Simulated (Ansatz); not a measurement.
# Pt (diamond type): the cost of one run

Computed with Ansatz 0.2.0 (DFT LDA, with the methods named in each step, unless a step's input says otherwise).

This is Pt in the diamond structure; at room conditions it is fcc.

### Step 1. The structure to begin with

The structure is cubic, space group Fd-3m (No. 227). Conventional cell: a = 5.649 Å, b = 5.649 Å, c = 5.649 Å, α = 90.00°, β = 90.00°, γ = 90.00°. Pt (site symmetry -43m) is surrounded by 4 Pt at 2.45 Å.

As a file:

```xyz
2
Lattice="0.0000 2.8244 2.8244 2.8244 0.0000 2.8244 2.8244 2.8244 0.0000" Properties=species:S:1:pos:R:3 pbc="T T T"
Pt   -0.7061   -0.7061   -0.7061
Pt    0.7061    0.7061    0.7061
```

Whether this phase is the stable one at these pressures isn't tested.

Atoms are numbered in the order of the input: Pt1, Pt2.

### Step 2. The reference volume, LAPW

input.yaml

```yaml
crystal:
  lattice:
    - [0.0, 2.824408161, 2.824408161]
    - [2.824408161, 0.0, 2.824408161]
    - [2.824408161, 2.824408161, 0.0]
  atoms:
    - { symbol: Pt, position: [-0.125, -0.125, -0.125] }
    - { symbol: Pt, position: [0.125, 0.125, 0.125] }
kpoints:
  mp_grid: { grid: [12, 12, 12] }
  band_path:
    path:
      - [0.0, 0.0, 0.0]
      - [0.5, 0.0, 0.5]
      - [0.625, 0.25, 0.625]
      - [0.375, 0.375, 0.75]
      - [0.0, 0.0, 0.0]
      - [0.5, 0.5, 0.5]
      - [0.5, 0.25, 0.75]
      - [0.5, 0.0, 0.5]
    npoints: 14
scf:
  occupations: { method: fermi_dirac, width: 0.1 }
hamiltonian:
  xc: lda
  pseudopotentials: { kind: all_electron, lapw: { basis_error: 0.001 } }
output:
  forces: true
  stress: true
  eigenvalues: true
  populations: true
  dos: { projected: true, de: 0.2, e_range: [-14, 8] }
```

Run with:

```
ansatz run input.yaml --threads 1 --pin off --max-ram 2048MiB --backend cpu --events-out ev --progress --plain --runs-dir out
```

**Question.** How long does this run take on 1 thread of Arm Neoverse V1, shared host, and how much memory does it need?

About 95 s, with a peak of 0.57 GiB.
